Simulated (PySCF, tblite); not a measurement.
# C₃H₉BO₂: geometry, infrared bands and NMR shifts

Wanted: the infrared bands and NMR shifts of C₃H₉BO₂ (`CCB(O)OC`), by calculation.

The runs use tblite 0.8.0 and PySCF 2.14.0, with density-fitted response routines of our own; the level of theory stands in each step. All values are computed, except where a source is named. Atoms are numbered from 0 throughout.

### 1 The starting structure

15 atoms, charge 0, multiplicity 1; geometry from: force field or distance geometry start.

Bonds of the start (Å): C0–C1 1.49, C1–B2 1.57, B2–O3 1.46, B2–O4 1.48, O4–C5 1.41, C0–H6 1.11, C0–H7 1.11, C0–H8 1.12, C1–H9 1.10, C1–H10 1.13, O3–H11 1.01, C5–H12 1.13, C5–H13 1.09, C5–H14 1.11.

### 2 Geometry optimisation with GFN2-xTB

The job: settings as JSON, then the geometry in Å.

```
{"job": {"kind": "relax", "xc": "GFN2-xTB", "basis": "xTB"}, "charge": 0, "multiplicity": 1}
C      2.018000     1.032200    -0.095500
C      1.358200    -0.307700    -0.117700
B     -0.152600    -0.308900     0.323300
O     -0.761900    -1.631000     0.481500
O     -1.112300     0.726600    -0.111300
C     -2.362100     0.142600    -0.396200
H      3.074200     0.886200     0.213100
H      1.578800     1.761900     0.612400
H      2.079200     1.437200    -1.134500
H      1.398200    -0.787200    -1.107800
H      1.895700    -0.946900     0.636800
H     -0.959300    -1.826900     1.453900
H     -2.606800    -0.503800     0.494200
H     -3.151300     0.885200    -0.533200
H     -2.300500    -0.551400    -1.257900
```

Run with:

```
$ OMP_NUM_THREADS=1 python probes_run.py task.json out
```

One launch serves the whole session: the jobs run in the order shown.

**Question.** This job is followed by: GFN2-xTB harmonic vibrations, gas phase; GIAO PBE0/pcSseg-1 NMR shielding, non-relativistic, gas phase. Predict these results of the whole session: strongest single infrared mode (GFN2-xTB); zero-point energy (GFN2-xTB); 13C shifts against TMS (PBE0/pcSseg-1); 1H shifts against TMS (PBE0/pcSseg-1, means over atoms taken as alike); 11B shifts against BF3·OEt2 (PBE0/pcSseg-1); 17O shifts against H2O (PBE0/pcSseg-1).

The runs gave:

| quantity | value |
| --- | --- |
| strongest single infrared mode (GFN2-xTB) | 1244 cm⁻¹, 369 km/mol |
| zero-point energy (GFN2-xTB) | 77.8 kcal/mol |
| 13C shifts against TMS (PBE0/pcSseg-1) | 50.5, 10.8, 10.5 ppm |
| 1H shifts against TMS (PBE0/pcSseg-1, means over atoms taken as alike) | 3.95, 3.81, 0.91, 0.79 ppm |
| 11B shifts against BF3·OEt2 (PBE0/pcSseg-1) | 29.5 ppm |
| 17O shifts against H2O (PBE0/pcSseg-1) | 114.1, 94.1 ppm |

What this shows: Over 114 steps the energy fell by 1.496 eV; of the close pairs, B2–O4 changed most, 1.477 to 1.359 Å. No mode is imaginary among the 39: a minimum at this level. The strongest single mode, at 1244 cm⁻¹, is spread over many atoms; the largest shares are those of B2, O4. GFN2-xTB is a fitted tight-binding method: band positions and strengths are rough. Its intensities can rank the bands wrongly. The most deshielded carbon is C5 (methyl carbon bonded to O), at 50.5 ppm: pulled downfield by the heteroatom. At PBE0/pcSseg-1: Shielding is most anisotropic at O4 (span 227 ppm, paramagnetic term -156 ppm).
